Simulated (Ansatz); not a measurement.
# BH₃O₃ + SiH₄: a complex and its separated parts

The complex below is one end of an elementary step. How strongly is it bound against its free parts?

Method: PBE0-D4/def2-TZVP structures, single points in def2-TZVPP, no counterpoise correction; program: Ansatz 0.2.0, Gaussian basis.

Levels: SPW92, PBE-D4, BLYP-D4, r2SCAN-D4, B97M-V, PBE0-D4, B3LYP-D4, r2SCAN0-D4, BHLYP-D4, CAM-B3LYP-D4, wB97X-V, wB97M-V, B2PLYP, PBE-QIDH, RPA on PBE, Hartree-Fock, MP2, CCSD, CCSD(T).

Correlated methods freeze the cores. B3LYP uses VWN-RPA correlation. B2PLYP carries no dispersion term here.

94 further runs of the same task are left out: 94 set aside as unsound or not needed. Runs told in other sessions of the task aren't counted.

### 1 The system as given

The complex: 12 atoms, charge 0, spin multiplicity 1.

Atoms are counted from 1 here; the program's logs count them from 0.

Bond lengths: B1–O3 1.364 Å, B1–O4 1.369 Å, B1–O6 1.365 Å, Si2–H5 1.482 Å, Si2–H7 1.487 Å, Si2–H8 1.489 Å, Si2–H9 1.481 Å, O3–H10 0.961 Å, O4–H11 0.960 Å, O6–H12 0.960 Å. Angles: O3–B1–O4 120.0°, O3–B1–O6 120.3°, O4–B1–O6 119.6°, H5–Si2–H7 109.2°, H5–Si2–H8 109.7°, H5–Si2–H9 111.2°, H7–Si2–H8 107.5°, H7–Si2–H9 109.4°, H8–Si2–H9 109.8°, B1–O3–H10 112.2°, B1–O4–H11 112.3°, B1–O6–H12 112.2°.

Coordinates:

```mol
BH7O3Si
  3D, bonds by distance, orders not assigned

 12 10  0  0  0  0  0  0  0  0999 V2000
   -0.4332   -1.6028   -0.2073 B   0  0
    0.6122    2.2330    0.2853 Si  0  0
   -1.6135   -0.9837    0.0809 O   0  0
    0.7524   -0.9563    0.0174 O   0  0
    0.5110    1.8692   -1.1478 H   0  0
   -0.4257   -2.8677   -0.7216 O   0  0
    0.4987    3.7090    0.4230 H   0  0
   -0.5176    1.6236    1.0395 H   0  0
    1.9001    1.7826    0.8613 H   0  0
   -1.4832   -0.0990    0.4341 H   0  0
    1.5108   -1.4904   -0.2287 H   0  0
   -1.3118   -3.2177   -0.8360 H   0  0
  1  3  8  0
  1  4  8  0
  1  6  8  0
  2  5  8  0
  2  7  8  0
  2  8  8  0
  2  9  8  0
  3 10  8  0
  4 11  8  0
  6 12  8  0
M  END
```

Its parts: BH₃O₃ holds atoms 1, 3, 4, 6, 10, 11, 12; SiH₄ holds atoms 2, 5, 7, 8, 9. Each part counts its atoms afresh in its own runs.

### 2 Relaxing BH₃O₃ alone

relax-a/in.yaml reads:

```yaml
crystal:
  periodic: [false, false, false]
  atoms:
    - {symbol: B, position_ang: [-0.433205, -1.602828, -0.207275]}
    - {symbol: O, position_ang: [-1.613509, -0.983674, 0.080858]}
    - {symbol: O, position_ang: [0.752376, -0.956327, 0.017376]}
    - {symbol: O, position_ang: [-0.425654, -2.867711, -0.721617]}
    - {symbol: H, position_ang: [-1.483185, -0.098996, 0.434071]}
    - {symbol: H, position_ang: [1.510757, -1.490359, -0.228657]}
    - {symbol: H, position_ang: [-1.311849, -3.217654, -0.835970]}
basis:
  gaussian: {orbitals: def2-TZVP}
hamiltonian: {xc: pbe0, dispersion: d4}
relax: {f_tol: 0.005, max_steps: 200}
```

The run is started by

```bash
$ ansatz run in.yaml --threads 8 --pin off --events-out ev --progress --plain --max-ram 19148MiB
```

Further steps of the session: Relaxing SiH₄ alone; SPW92/def2-TZVPP; PBE-D4/def2-TZVPP; BLYP-D4/def2-TZVPP; r2SCAN-D4/def2-TZVPP; B97M-V/def2-TZVPP; PBE0-D4/def2-TZVPP; B3LYP-D4/def2-TZVPP; r2SCAN0-D4/def2-TZVPP; BHLYP-D4/def2-TZVPP; CAM-B3LYP-D4/def2-TZVPP; wB97X-V/def2-TZVPP; wB97M-V/def2-TZVPP; B2PLYP/def2-TZVPP; PBE-QIDH/def2-TZVPP; RPA on PBE/def2-TZVPP; CCSD(T)/def2-TZVPP; Vibrations of BH₃O₃; Vibrations of SiH₄.

**Question.** What will these runs give? Wanted: complex less parts, CCSD(T)/def2-TZVPP; with zero-point energy; largest T1 diagnostic.

**Answer**, as computed:

```
                              quantity      value
complex less parts, CCSD(T)/def2-TZVPP  -0.096 eV
                with zero-point energy  -0.057 eV
                 largest T1 diagnostic      0.012
```

At CCSD(T) the complex lies 0.096 eV below its parts. The functionals run from r2SCAN0-D4, off by -0.009 eV, to SPW92, off by -0.088 eV, against CCSD(T). Mean unsigned error by rung: LDA 0.088, GGA 0.018, meta-GGA 0.016, hybrid 0.015, range-separated hybrid 0.015, double hybrid 0.031 eV. The double hybrids carry no dispersion term here, unlike the levels marked D4 or V. PBE-D4 gives a relative energy 0.023 eV too low, an error of 24 % of the reference. No counterpoise was applied, and triple zeta lacks some correlation, so the CCSD(T) reference has a basis error of its own, and close matches with it are partly luck.
